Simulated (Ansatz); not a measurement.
# Si (Imma silicon): the cost of one run

Computed with Ansatz 0.2.0 (DFT LDA, scalar-relativistic, plane waves, PAW, unless a step's input says otherwise).

### 1 Starting point

Symmetry: Imma, No. 74, orthorhombic system. The conventional cell has a = 4.520 Å, b = 4.850 Å, c = 2.575 Å, α = 90.00°, β = 90.00°, γ = 90.00°. Si (site symmetry mm2) has 6 Si at 2.43 to 2.58 Å as nearest neighbours.

Coordinates:

```cif
data_structure
_symmetry_space_group_name_H-M 'Imma'
_symmetry_Int_Tables_number 74
_cell_length_a 4.5200
_cell_length_b 4.8500
_cell_length_c 2.5750
_cell_angle_alpha 90.000
_cell_angle_beta 90.000
_cell_angle_gamma 90.000
_cell_volume 56.45
loop_
_atom_site_label
_atom_site_type_symbol
_atom_site_symmetry_multiplicity
_atom_site_Wyckoff_symbol
_atom_site_fract_x
_atom_site_fract_y
_atom_site_fract_z
_atom_site_occupancy
Si1 Si 4 e 0.50000 0.25000 0.42500 1
```

### 2 Cell and atoms relaxed at 10 GPa

input.yaml

```yaml
crystal:
  lattice:
    - [-2.425, 2.26, 1.2875]
    - [2.425, -2.26, 1.2875]
    - [2.425, 2.26, -1.2875]
  atoms:
    - { symbol: Si, position: [0.0, 0.0, 0.0] }
    - { symbol: Si, position: [0.85, 0.35, 0.5] }
scf:
  occupations: { method: gaussian, width: 0.03 }
output:
  forces: true
  stress: true
  eigenvalues: true
  write_density: true
  write_potential: true
  elf: true
  volumetric_format: npy
hamiltonian:
  xc: lda
basis:
  ecutwfc: 450
kpoints:
  mp_grid: { grid: [24, 24, 24] }
relax:
  f_tol: 0.001
  max_steps: 60
  cell: { stress_tol: 0.01, p_target: 10 }
```

Launch:

```
> ansatz run input.yaml --threads 1 --pin off --max-ram 2867MiB --backend cpu --events-out ev --progress --plain --runs-dir out
```

**Question.** How long does this run take on 1 thread of Intel Xeon at 2.30GHz, shared host, and how much memory does it need?

About 6.5 min, with a peak of 0.96 GiB.
